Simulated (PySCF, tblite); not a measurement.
**acetoxyacetic acid (C₄H₆O₄): dynamics, then NMR shifts on frames, part 1 of 2**

Aim: move acetoxyacetic acid (C₄H₆O₄) (`CC(=O)OCC(=O)O`) away from its starting geometry and see how NMR shifts follow the geometry.

Computed with tblite 0.8.0 and PySCF 2.14.0, with density-fitted response routines of our own, on a single molecule in the gas phase. Atoms are numbered from 0 throughout.

### Step 1. The molecule as given

14 atoms, charge 0, multiplicity 1; geometry from: GFN2-xTB.

Bonds of the start (Å): C0–C1 1.50, C1–O2 1.20, C1–O3 1.35, O3–C4 1.41, C4–C5 1.52, C5–O6 1.20, C5–O7 1.33, C0–H8 1.09, C0–H9 1.09, C0–H10 1.09, C4–H11 1.10, C4–H12 1.09, O7–H13 0.97.

### Step 2. Dynamics with GFN2-xTB

What the job is given:

```
{"job": {"kind": "md", "xc": "GFN2-xTB", "basis": "xTB", "temperature": 300, "steps": 2000, "every": 50, "frames": 5}, "charge": 0, "multiplicity": 1}
C      2.442220     0.107960     0.410637
C      1.089579     0.273243    -0.216636
O      0.655466     1.276389    -0.712443
O      0.390446    -0.879247    -0.163726
C     -0.944986    -0.794790    -0.615262
C     -1.764954     0.108485     0.297507
O     -1.421865     0.479990     1.381676
O     -2.934911     0.416146    -0.262015
H      2.833318    -0.883329     0.202892
H      2.329788     0.216819     1.487990
H      3.114202     0.877875     0.043920
H     -0.993510    -0.398372    -1.635543
H     -1.350159    -1.808237    -0.586904
H     -3.445313     1.006596     0.315872
```

Method: GFN2-xTB Langevin dynamics, gas phase.

Launch:

```sh
> OMP_NUM_THREADS=1 python probes_run.py task.json out
```

This one command runs all jobs of the session in turn.

Log:

```text
t/fs     T/K      E/eV
    0.0   232.4   -759.31515
   25.0   122.9   -758.96597
   50.0   237.8   -758.94467
   75.0   289.8   -759.00205
  100.0   299.8   -758.97011
  125.0   309.1   -759.00164
  150.0   293.9   -758.99412
  175.0   301.5   -758.94339
  200.0   246.0   -758.84442
  225.0   388.5   -758.91752
  250.0   334.0   -758.79086
  275.0   235.3   -758.75264
  300.0   299.2   -758.96673
  325.0   337.3   -758.90893
  350.0   319.1   -758.86216
  375.0   348.1   -759.01935
  400.0   334.1   -758.95705
  425.0   341.0   -758.82617
  450.0   285.3   -758.79641
  475.0   250.8   -758.82407
  500.0   305.0   -758.84419
  525.0   202.4   -758.78174
  550.0   253.7   -758.72294
  575.0   278.5   -758.60775
  600.0   364.2   -758.74737
  625.0   328.4   -758.82986
  650.0   253.4   -758.73549
  675.0   297.5   -758.72376
  700.0   321.1   -758.96456
  725.0   254.4   -758.86747
  750.0   334.3   -758.93637
  775.0   296.6   -758.90742
  800.0   321.9   -758.92082
  825.0   316.5   -758.99194
  850.0   270.0   -758.88545
  875.0   215.7   -758.85474
  900.0   278.6   -758.93879
  925.0   213.5   -758.76623
  950.0   331.3   -759.01593
  975.0   271.0   -758.89143
 1000.0   215.5   -758.87583
```

It took 9.9 s on 1 thread of Arm Neoverse V1, shared host; peak memory 0.18 GiB.

Distance from the start (root mean square after alignment): 0 fs 0.00 Å, 200 fs 0.59 Å, 400 fs 0.99 Å, 600 fs 0.85 Å, 800 fs 0.99 Å, 1000 fs 0.84 Å.

Positions (Å) and forces (eV/Å) at 1000 fs:

```xyz
14

C     3.028   -0.191    0.551   -0.735   -1.359    1.181
C     1.656   -0.162   -0.065    0.140    0.381    0.096
O     1.335    0.630   -0.912   -0.254   -0.463    0.185
O     0.814   -1.091    0.487    1.225    0.411   -0.768
C    -0.508   -1.014    0.115   -2.240    0.521   -1.093
C    -1.279   -0.301    1.260    3.037   -0.302   -0.986
O    -0.639    0.360    2.023   -0.276    0.548    0.724
O    -2.544   -0.470    1.247   -2.303    0.645    0.551
H     2.930   -0.212    1.634   -0.278   -0.046    0.180
H     3.634    0.626    0.332    0.580    1.505   -0.812
H     3.591   -1.078    0.316   -0.043   -0.526   -0.372
H    -0.723   -0.355   -0.833    0.740   -0.902    1.310
H    -0.964   -2.003   -0.092    0.469    0.276    0.163
H    -2.928    0.176    1.897   -0.062   -0.689   -0.360
```

### Step 3. NMR shieldings: 250 fs, PBE0/pcSseg-1

What the job is given:

```
{"job": {"kind": "nmr", "xc": "PBE0", "basis": "pcSseg-1", "pop": false}, "charge": 0, "multiplicity": 1}
C      2.474500    -0.023300     0.057400
C      1.044800     0.012400    -0.418200
O      0.523500     1.101500    -0.509100
O      0.368500    -1.140800    -0.443100
C     -0.983800    -1.078500    -0.716200
C     -1.653200    -0.296000     0.458600
O     -1.032200     0.089700     1.440100
O     -2.928600    -0.204600     0.314300
H      2.414600    -0.459700     1.072600
H      2.921800     0.934600     0.073500
H      3.104900    -0.686700    -0.560800
H     -1.086600    -0.387100    -1.548200
H     -1.268600    -2.113800    -0.925600
H     -3.387200     0.191300     1.083600
```

Method: GIAO PBE0/pcSseg-1 NMR shielding, non-relativistic, gas phase.

Log:

```text
coarse grid: 12408 points
cycle   1  E = -456.0169156791  dE =  1.602e+00  |g| = 1.252e+00  |ddm| = 3.333e+00
cycle   2  E = -455.1914795795  dE =  8.254e-01  |g| = 2.429e+00  |ddm| = 2.545e+00
cycle   3  E = -456.2803889420  dE = -1.089e+00  |g| = 4.050e-01  |ddm| = 1.963e+00
cycle   4  E = -456.3088522548  dE = -2.846e-02  |g| = 1.157e-01  |ddm| = 3.021e-01
cycle   5  E = -456.3109344926  dE = -2.082e-03  |g| = 2.701e-02  |ddm| = 6.879e-02
cycle   6  E = -456.3110799639  dE = -1.455e-04  |g| = 9.757e-03  |ddm| = 2.243e-02
cycle   7  E = -456.3110943846  dE = -1.442e-05  |g| = 4.635e-03  |ddm| = 8.097e-03
cycle   8  E = -456.3110981578  dE = -3.773e-06  |g| = 9.283e-04  |ddm| = 3.118e-03
final grid: 121896 points
cycle   9  E = -456.3987070307  dE = -1.308e-05  |g| = 1.574e-02  |ddm| = 2.271e-02
cycle  10  E = -456.3986308845  dE =  7.615e-05  |g| = 2.595e-02  |ddm| = 2.312e-02
cycle  11  E = -456.3987478846  dE = -1.170e-04  |g| = 3.500e-03  |ddm| = 1.591e-02
cycle  12  E = -456.3987501103  dE = -2.226e-06  |g| = 3.525e-04  |ddm| = 2.148e-03
cycle  13  E = -456.3987501291  dE = -1.882e-08  |g| = 1.351e-04  |ddm| = 2.770e-04
cycle  14  E = -456.3987501329  dE = -3.750e-09  |g| = 3.515e-05  |ddm| = 1.116e-04
cycle  15  E = -456.3987501331  dE = -1.687e-10  |g| = 1.837e-05  |ddm| = 3.196e-05
converged SCF energy = -456.3987501331

GIAO shielding tensors (ppm)
atom      isotropic    diamagn.    paramagn.     s11        s22        s33       span
  0 C      161.371     248.506     -87.136    137.638    155.583    190.892     53.254
  1 C        6.271     253.367    -247.096   -103.357     46.620     75.549    178.905
  2 O     -169.748     406.457    -576.205   -523.974   -267.226    281.957    805.930
  3 O      149.752     401.818    -252.066    -30.269    226.019    253.508    283.777
  4 C      123.358     251.645    -128.287     94.893    120.451    154.730     59.838
  5 C       13.138     251.846    -238.708    -94.713     58.889     75.239    169.952
  6 O     -114.003     406.999    -521.002   -363.612   -249.684    271.287    634.898
  7 O      143.438     388.668    -245.230      4.607    187.701    238.007    233.400
  8 H       28.707      28.739      -0.032     25.138     27.908     33.074      7.936
  9 H       29.968      29.661       0.307     25.903     28.859     35.143      9.240
 10 H       29.259      27.275       1.985     25.481     27.932     34.366      8.885
 11 H       26.868      31.152      -4.284     22.752     26.861     30.991      8.240
 12 H       26.820      28.620      -1.800     21.983     27.062     31.415      9.432
 13 H       24.717      29.153      -4.436     19.215     21.320     33.616     14.401
```

It took 23 s on 1 thread of Arm Neoverse V1, shared host; peak memory 0.74 GiB.

The references, computed at this level on geometries of the same kind, shield at (ppm): 1H TMS 31.72, 13C TMS 186.9, 17O H2O 336.1. Their shielding less the atom's gives the shift. The references are single molecules in the gas phase, so shifts against H2O, NH3, PH3, H3PO4 or CFCl3 are not on the usual liquid scales and can be off by tens of ppm. Each atom is listed at this fixed geometry, with no averaging over motion; a spectrum would average atoms that exchange fast.

```csv
atoms,environment,σ (ppm),δ (ppm)
C1,ester carbonyl carbon,6.3,180.7
C5,carboxylic acid carbon,13.1,173.8
C4,"sp3 CH2 bonded to O, α to a carbonyl",123.4,63.6
C0,methyl carbon α to a carbonyl,161.4,25.6
H13,hydrogen on an acid hydroxyl oxygen,24.72,7.00
H12,"hydrogen on an sp3 CH2 bonded to O, α to a carbonyl",26.82,4.90
H11,"hydrogen on an sp3 CH2 bonded to O, α to a carbonyl",26.87,4.85
H8,hydrogen on a methyl carbon α to a carbonyl,28.71,3.01
H10,hydrogen on a methyl carbon α to a carbonyl,29.26,2.46
H9,hydrogen on a methyl carbon α to a carbonyl,29.97,1.75
O2,ester carbonyl oxygen,-169.7,505.8
O6,carbonyl oxygen,-114.0,450.1
O7,acid hydroxyl oxygen,143.4,192.6
O3,ester alkoxy oxygen,149.8,186.3
```

Orbitals, density, ELF and potential are computed afterwards from the orbital file.

Frontier orbitals at PBE0/pcSseg-1, with the share of their density that lies nearest to each atom:

```csv
orbital,energy (eV),lies on
HOMO,-7.68,O2 61 %; O6 12 %; O3 7 %
LUMO,0.10,C5 33 %; O6 17 %; C1 12 %
```

ELF in a plane through or near 7 of the atoms.

Values, 10 rows by 14 columns:
```
0.00 0.00 0.00 0.00 0.00 0.00 0.00 0.00 0.00 0.00 0.00 0.00 0.00 0.00
0.00 0.00 0.00 0.00 0.00 0.00 0.00 0.00 0.00 0.00 0.00 0.00 0.00 0.00
0.00 0.00 0.00 0.00 0.01 0.00 0.00 0.13 0.47 0.41 0.00 0.01 0.00 0.00
0.00 0.00 0.01 0.38 0.20 0.02 0.01 0.56 0.81 0.39 0.38 0.91 0.02 0.00
0.00 0.00 0.04 0.63 0.36 0.55 0.37 0.07 0.66 0.23 0.63 0.62 0.01 0.00
0.00 0.00 0.16 0.88 0.39 0.82 0.74 0.37 0.86 0.56 0.81 0.71 0.02 0.00
0.00 0.00 0.33 0.99 0.66 0.08 0.85 0.75 0.23 0.46 0.02 0.06 0.00 0.00
0.00 0.00 0.00 0.11 0.02 0.03 0.54 0.07 0.87 0.89 0.03 0.00 0.00 0.00
0.00 0.00 0.00 0.00 0.00 0.00 0.00 0.00 0.18 0.18 0.00 0.00 0.00 0.00
0.00 0.00 0.00 0.00 0.00 0.00 0.00 0.00 0.00 0.00 0.00 0.00 0.00 0.00
```
The map spans 12.1 Å across and 8.9 Å up, centred on the molecule. Atoms in the plane (x, y in Å): C0 (-2.4, 0.2), O3 (-0.3, -0.9), C4 (1.0, -1.0), C5 (1.7, 0.4), O7 (3.0, 0.4), H10 (-3.0, -0.7), H13 (3.4, 1.2).

On the surface of density 0.002 e/bohr³ the electrostatic potential runs, from the 1st to the 99th percentile, from -1.84 V near O2 to 2.64 V near H13.

### Step 4. Shielding tensors: 425 fs, PBE0/pcSseg-1

What the job is given:

```
{"job": {"kind": "nmr", "xc": "PBE0", "basis": "pcSseg-1", "pop": false}, "charge": 0, "multiplicity": 1}
C      2.710600    -0.050200    -0.487900
C      1.226200    -0.190600    -0.613300
O      0.715900     0.407400    -1.524000
O      0.620600    -0.956200     0.244300
C     -0.756200    -1.175000    -0.032300
C     -1.581200    -0.388800     0.959700
O     -1.184100     0.333500     1.827300
O     -2.889500    -0.687700     0.716400
H      2.845800     1.065000    -0.472400
H      3.270700    -0.378400    -1.391200
H      3.257500    -0.365700     0.373800
H     -0.962200    -0.665300    -1.031200
H     -0.987200    -2.260100     0.018900
H     -3.507600    -0.346700     1.371400
```

Method: GIAO PBE0/pcSseg-1 NMR shielding, non-relativistic, gas phase.

Log:

```text
coarse grid: 12408 points
cycle   1  E = -456.0339339836  dE =  1.554e+00  |g| = 1.239e+00  |ddm| = 3.319e+00
cycle   2  E = -455.3506562592  dE =  6.833e-01  |g| = 2.282e+00  |ddm| = 2.300e+00
cycle   3  E = -456.2918751664  dE = -9.412e-01  |g| = 3.602e-01  |ddm| = 1.713e+00
cycle   4  E = -456.3143756351  dE = -2.250e-02  |g| = 1.064e-01  |ddm| = 2.710e-01
cycle   5  E = -456.3161481298  dE = -1.772e-03  |g| = 2.445e-02  |ddm| = 6.288e-02
cycle   6  E = -456.3162790126  dE = -1.309e-04  |g| = 5.565e-03  |ddm| = 1.919e-02
cycle   7  E = -456.3162848093  dE = -5.797e-06  |g| = 1.636e-03  |ddm| = 3.914e-03
final grid: 121896 points
cycle   8  E = -456.4040770856  dE = -8.549e-06  |g| = 1.677e-02  |ddm| = 2.450e-02
cycle   9  E = -456.4039885418  dE =  8.854e-05  |g| = 2.792e-02  |ddm| = 2.508e-02
cycle  10  E = -456.4041238879  dE = -1.353e-04  |g| = 3.365e-03  |ddm| = 1.676e-02
cycle  11  E = -456.4041259212  dE = -2.033e-06  |g| = 3.106e-04  |ddm| = 1.994e-03
cycle  12  E = -456.4041259350  dE = -1.379e-08  |g| = 1.337e-04  |ddm| = 2.298e-04
cycle  13  E = -456.4041259387  dE = -3.611e-09  |g| = 3.845e-05  |ddm| = 1.048e-04
cycle  14  E = -456.4041259389  dE = -2.173e-10  |g| = 1.666e-05  |ddm| = 3.141e-05
converged SCF energy = -456.4041259389

GIAO shielding tensors (ppm)
atom      isotropic    diamagn.    paramagn.     s11        s22        s33       span
  0 C      165.324     245.072     -79.748    145.392    156.800    193.780     48.389
  1 C       14.086     250.020    -235.934    -84.518     46.939     79.835    164.353
  2 O      -91.566     405.342    -496.909   -385.190   -194.064    304.556    689.746
  3 O      143.710     400.596    -256.886    -24.162    202.607    252.685    276.847
  4 C      122.702     251.581    -128.880     90.490    118.136    159.479     68.989
  5 C       12.591     252.024    -239.433    -95.297     64.017     69.053    164.350
  6 O     -105.643     404.177    -509.820   -377.237   -233.697    294.003    671.240
  7 O      141.887     390.105    -248.218    -19.320    175.834    269.146    288.466
  8 H       28.500      27.213       1.287     24.799     27.429     33.273      8.474
  9 H       28.706      25.627       3.079     25.114     26.735     34.268      9.154
 10 H       30.279      28.569       1.710     25.963     28.452     36.423     10.460
 11 H       23.893      29.857      -5.964     19.123     25.144     27.412      8.289
 12 H       26.887      28.323      -1.437     21.771     27.272     31.616      9.845
 13 H       25.885      29.444      -3.558     19.367     22.658     35.631     16.263
```

It took 16 s on 1 thread of Arm Neoverse V1, shared host; peak memory 0.76 GiB.

Key values: δ C5 174.3, C1 172.8, C4 64.2, C0 21.6, H11 7.82, H13 5.83 ppm.

(Continued in part 2 of 2.)
